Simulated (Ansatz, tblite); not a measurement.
**SnEt3(NMe2) (C8H21NSn): a ladder of methods and basis sets**

An exercise on one series of results from a longer session: the logs are not shown, and one member is left open.

Computed with Ansatz 0.2.0, Gaussian basis. Level: as each input shows.

The runs, in order: GFN1-xTB, GFN2-xTB, PBE-D4/def2-TZVP, r2SCAN-D4/def2-TZVP, revPBE-D4/def2-TZVP, BHLYP-D4/def2-TZVP, PBE-D4/def2-SVP, PBE0-D4/def2-SVP, MP2/def2-SVP, RPA/def2-SVP.

2 further runs of the same task are left out: 2 set aside as unsound or not needed.

## The relaxed structure

The singlet was relaxed beforehand with r2SCAN-D4/def2-SVP.

31 atoms, charge 0, spin multiplicity 1.

Bond lengths: Sn1–C2 2.171 Å, Sn1–C9 2.184 Å, Sn1–C16 2.172 Å, Sn1–N23 2.069 Å, C2–C3 1.527 Å, C2–H4 1.104 Å, C2–H5 1.104 Å, C3–H6 1.104 Å, C3–H7 1.103 Å, C3–H8 1.102 Å, C9–C10 1.527 Å, C9–H11 1.104 Å, C9–H12 1.104 Å, C10–H13 1.104 Å, C10–H14 1.103 Å, C10–H15 1.103 Å, C16–C17 1.528 Å, C16–H18 1.103 Å and more. Angles: C2–Sn1–C9 112.9°, C2–Sn1–C16 111.2°, C2–Sn1–N23 103.7°, C9–Sn1–C16 111.1°, C9–Sn1–N23 112.0°, C16–Sn1–N23 105.3°, Sn1–C2–C3 111.8°, Sn1–C2–H4 107.9°, Sn1–C2–H5 107.9°, C3–C2–H4 111.5°, C3–C2–H5 111.3°, H4–C2–H5 106.1°, C2–C3–H6 111.9°, C2–C3–H7 111.6°, C2–C3–H8 111.4°, H6–C3–H7 107.1°, H6–C3–H8 107.7°, H7–C3–H8 106.8° and more.

Sn takes a core potential in the def2 sets. No spin-orbit coupling is included.

PBE0-D4/def2-TZVP was run before; its log isn't repeated, and its numbers join the tables.

Set-up of the first run:

Tight binding, by tblite at 300 K electronic temperature and without a spin-polarisation term:

```python
tblite.interface.Calculator('GFN1-xTB', numbers, positions, charge=0, uhf=0).singlepoint()
```

Tight binding, by tblite at 300 K electronic temperature and without a spin-polarisation term:

```python
tblite.interface.Calculator('GFN2-xTB', numbers, positions, charge=0, uhf=0).singlepoint()
```

start.molden holds the orbitals of an earlier run on this state, given as this run's starting guess.

in.yaml reads:

```yaml
crystal:
  periodic: [false, false, false]
  atoms:
    - {symbol: Sn, position_ang: [0.260499, 0.112021, 0.196165]}
    - {symbol: C, position_ang: [0.229405, 0.062036, 2.366588]}
    - {symbol: C, position_ang: [-1.195752, 0.075854, 2.914467]}
    - {symbol: H, position_ang: [0.812857, 0.924130, 2.733692]}
    - {symbol: H, position_ang: [0.775785, -0.839593, 2.692764]}
    - {symbol: H, position_ang: [-1.214712, 0.011171, 4.016393]}
    - {symbol: H, position_ang: [-1.729517, 0.999567, 2.634275]}
    - {symbol: H, position_ang: [-1.787433, -0.765850, 2.519271]}
    - {symbol: C, position_ang: [2.275513, -0.052920, -0.630323]}
    - {symbol: C, position_ang: [2.309771, 0.090687, -2.149870]}
    - {symbol: H, position_ang: [2.679390, -1.029297, -0.311896]}
    - {symbol: H, position_ang: [2.898539, 0.716191, -0.141051]}
    - {symbol: H, position_ang: [3.335478, 0.005448, -2.549878]}
    - {symbol: H, position_ang: [1.703817, -0.684931, -2.647071]}
    - {symbol: H, position_ang: [1.916934, 1.067409, -2.478915]}
    - {symbol: C, position_ang: [-0.756152, 1.874297, -0.564686]}
    - {symbol: C, position_ang: [-0.201063, 3.171476, 0.021310]}
    - {symbol: H, position_ang: [-1.826644, 1.753167, -0.326514]}
    - {symbol: H, position_ang: [-0.676662, 1.873163, -1.665080]}
    - {symbol: H, position_ang: [-0.731774, 4.058667, -0.365751]}
    - {symbol: H, position_ang: [-0.291135, 3.196871, 1.120330]}
    - {symbol: H, position_ang: [0.867297, 3.307579, -0.217874]}
    - {symbol: N, position_ang: [-0.935605, -1.486661, -0.348185]}
    - {symbol: C, position_ang: [-1.530061, -1.517242, -1.662431]}
    - {symbol: C, position_ang: [-0.578798, -2.800261, 0.128796]}
    - {symbol: H, position_ang: [-0.873152, -1.956116, -2.451004]}
    - {symbol: H, position_ang: [-1.810067, -0.502960, -1.992623]}
    - {symbol: H, position_ang: [-2.459948, -2.124246, -1.660497]}
    - {symbol: H, position_ang: [-0.169497, -2.749831, 1.152329]}
    - {symbol: H, position_ang: [-1.470027, -3.460738, 0.172280]}
    - {symbol: H, position_ang: [0.172711, -3.329089, -0.504989]}
basis:
  gaussian: {orbitals: def2-TZVP, initial_orbitals: start.molden}
hamiltonian: {xc: pbe, dispersion: d4}
scf: {omitted_lower_state_checks: [starts]}
output: {forces: true, orbitals: {seedname: orbitals}}
```

Started as:

```console
ansatz run in.yaml --threads 4 --pin off --events-out ev --progress --plain --max-ram 6963MiB
```

Among the steps run: PBE-D4/def2-TZVP; r2SCAN-D4/def2-TZVP; revPBE-D4/def2-TZVP; BHLYP-D4/def2-TZVP; PBE-D4/def2-SVP; PBE0-D4/def2-SVP; MP2/def2-SVP; RPA/def2-SVP.

One table of the session follows, with a row left open; its other results are not shown here.

It belongs to the step «Binding energy». 

| level | binding an atom (eV) |
| --- | --- |
| HF/def2-SVP | 2.934 |
| PBE-D4/def2-SVP | 3.991 |
| PBE-D4/def2-TZVP | 3.967 |
| revPBE-D4/def2-TZVP | 3.885 |
| r2SCAN-D4/def2-TZVP | 3.900 |
| PBE0-D4/def2-SVP | 3.949 |
| PBE0-D4/def2-TZVP | 3.920 |
| BHLYP-D4/def2-TZVP | ? |
| MP2/def2-SVP | 3.751 |

Q: Estimate the row for BHLYP-D4/def2-TZVP from the others.

**Answer.** binding an atom (eV): 3.816. In the column «binding an atom (eV)» it lies between MP2/def2-SVP (3.751) and revPBE-D4/def2-TZVP (3.885).

Limits of these values: Free atoms were run apart at each level; binding is atoms less cluster, divided by the number of atoms, without zero-point or spin-orbit terms.
